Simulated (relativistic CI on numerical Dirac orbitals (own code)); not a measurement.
**Zr³⁺: 4s photoemission multiplets**

Aim: the 4s photoemission spectrum of Zr³⁺ in 3 surroundings, from the same atomic integrals.

Method: Dirac-Coulomb-Breit CI, KLI orbitals optimised for each configuration, model QED (radiative potential, 1s self-energy scaled to tabulated hydrogen-like ionisation energies), valence Slater integrals scaled by 0.9, multiplet model of photoemission in the sudden approximation in a parametric crystal field. Code: relativistic CI on numerical Dirac orbitals (own code) version 1.

**1. Starting point**

| Property | Result |
| --- | --- |
| ion | Zr³⁺ (Zr IV) |
| nuclear charge | 40 |
| electrons | 37 |
| configurations | [Kr] 4d → [Ar] 3d10 4s 4p6 4d |
| temperature | 80 K |
| widths | Lorentz 1.4 eV, Gauss 0.6 eV |
| surrounding 1 | Td, 10Dq = -20200 cm⁻¹ |
| surrounding 2 | Td, 10Dq = -11100 cm⁻¹ |
| surrounding 3 | Td, 10Dq = -14900 cm⁻¹ |

**2. Surrounding 1: Td, 10Dq = -20200**

Input settings:

```ini
atom Zr  Z=40  charge=3  electrons=37
nucleus A=90  rms_radius_fm=4.2694
hamiltonian dirac-coulomb  breit=on  qed=on  c_scale=1
orbitals kli  potential=per-configuration
slater_scale 0.9
correlation none
mixing on
configurations
  [Kr] 4d
  [Ar] 3d10 4s 4p6 4d
end
photoemission 4s T=80 lorentz=1.4 gauss=0.6
crystal_field Td 10Dq=-20200
```

The program writes no log. Results of the run, from its result record (rounded, main fields):

```text
status: converged
curve, one point in 2 above 2 % of the maximum [energy, intensity] [eV; 1/eV]:
  - [87.6, 0.006472]
  - [88, 0.007481]
  - [88.4, 0.00875]
  - [88.8, 0.01037]
  - [89.2, 0.0125]
  - [89.6, 0.01537]
  - [90, 0.01936]
  - [90.4, 0.02514]
  - [90.8, 0.03396]
  - [91.2, 0.04827]
  - [91.6, 0.07328]
  - [92, 0.1197]
  - [92.4, 0.201]
  - [92.8, 0.2938]
  - [93.2, 0.305]
  - [93.6, 0.2231]
  - [94, 0.1441]
  - [94.4, 0.1053]
  - [94.8, 0.09944]
  - [95.2, 0.1152]
  - [95.6, 0.1254]
  - [96, 0.1038]
  - [96.4, 0.06863]
  - [96.8, 0.04351]
  - [97.2, 0.02928]
  - [97.6, 0.02111]
  - [98, 0.01605]
  - [98.4, 0.0127]
  - [98.8, 0.01034]
  - [99.2, 0.008614]
  - [99.6, 0.007305]
sticks, the strongest [energy, strength] [eV, share]:
  - [93.03, 0.7499]
  - [95.45, 0.05409]
  - [95.5, 9.31e-06]
  - [95.67, 0.1959]
centroid [eV]: 93.677
spread [eV]: 1.12626
peak [eV]: 93.0
ground_S: 0.5
radial 4s 4d [Ha, bohr]: {"<r^1>(4s)": 1.186, "<r^2>(4s)": 1.5886, "<r^4>(4s)": 3.7581, "<r^-3>(4d)": 4.1081, "<r^1>(4d)": 1.6859, "<r^2>(4d)": 3.2801, "<r^4>(4d)": 17.471, "G2(4s,4d)": 0.26542, "zeta(4d)": 0.0026807}
```

It took 0.13 s on 1 thread, shared host.

**3. Surrounding 2: Td, 10Dq = -11100**

Settings: those of step 2 with these lines changed.

```diff
@@ -12,2 +12,2 @@
 photoemission 4s T=80 lorentz=1.4 gauss=0.6
-crystal_field Td 10Dq=-20200
+crystal_field Td 10Dq=-11100
```

From the record:

```text
status: converged
curve, one point in 3 above 2 % of the maximum [energy, intensity] [eV; 1/eV]:
  - [87.6, 0.006472]
  - [88.2, 0.008078]
  - [88.8, 0.01037]
  - [89.4, 0.01382]
  - [90, 0.01936]
  - [90.6, 0.02906]
  - [91.2, 0.04827]
  - [91.8, 0.09285]
  - [92.4, 0.201]
  - [93, 0.3147]
  - [93.6, 0.2234]
  - [94.2, 0.1203]
  - [94.8, 0.09841]
  - [95.4, 0.1225]
  - [96, 0.1045]
  - [96.6, 0.05471]
  - [97.2, 0.02943]
  - [97.8, 0.01838]
  - [98.4, 0.01273]
  - [99, 0.009432]
  - [99.6, 0.007315]
sticks, the strongest [energy, strength] [eV, share]:
  - [93.03, 0.7496]
  - [94.36, 0.003468]
  - [94.38, 0.0001226]
  - [95.64, 0.2465]
  - [97.01, 0.0001893]
centroid [eV]: 93.6761
spread [eV]: 1.12634
peak [eV]: 93.0
ground_S: 0.5
```

Wall time 0.13 s (1 thread, shared host).

**4. Surrounding 3: Td, 10Dq = -14900**

Settings: those of step 3 with these lines changed.

```diff
@@ -12,2 +12,2 @@
 photoemission 4s T=80 lorentz=1.4 gauss=0.6
-crystal_field Td 10Dq=-11100
+crystal_field Td 10Dq=-14900
```

From the record:

```text
status: converged
curve, one point in 3 above 2 % of the maximum [energy, intensity] [eV; 1/eV]:
  - [87.6, 0.006472]
  - [88.2, 0.008078]
  - [88.8, 0.01037]
  - [89.4, 0.01382]
  - [90, 0.01936]
  - [90.6, 0.02906]
  - [91.2, 0.04827]
  - [91.8, 0.09285]
  - [92.4, 0.201]
  - [93, 0.3147]
  - [93.6, 0.2232]
  - [94.2, 0.1201]
  - [94.8, 0.09906]
  - [95.4, 0.1228]
  - [96, 0.1043]
  - [96.6, 0.05456]
  - [97.2, 0.02934]
  - [97.8, 0.01834]
  - [98.4, 0.01272]
  - [99, 0.009425]
  - [99.6, 0.00731]
sticks, the strongest [energy, strength] [eV, share]:
  - [93.03, 0.7498]
  - [94.83, 0.005199]
  - [94.85, 5.466e-05]
  - [95.64, 0.2448]
  - [97.48, 5.967e-05]
centroid [eV]: 93.6766
spread [eV]: 1.12629
peak [eV]: 93.0
ground_S: 0.5
```

It took 0.13 s on 1 thread, shared host.

**5. Comparison**

| surrounding | ground S | centroid (eV) | spread (eV) | up to four highest peaks (% of the highest), eV |
| --- | --- | --- | --- | --- |
| 1: Td | 0.50 | 93.68 | 1.13 | 93.0 (100), 95.6 (40) |
| 2: Td | 0.50 | 93.68 | 1.13 | 93.0 (100), 95.6 (40) |
| 3: Td | 0.50 | 93.68 | 1.13 | 93.0 (100), 95.6 (40) |

**6. Summary of results**

```
                           quantity    value
            highest peak, first run  93.0 eV
ground spin (effective S from ⟨S²⟩)     0.50
```

What this shows: The highest peak stays in place, within the step of the energy grid, in all surroundings. Energies are those of the free ion without screening by ligands; binding energies in solids differ by tens of eV. The exchange splitting of an s hole comes out too large without intra-shell correlation.
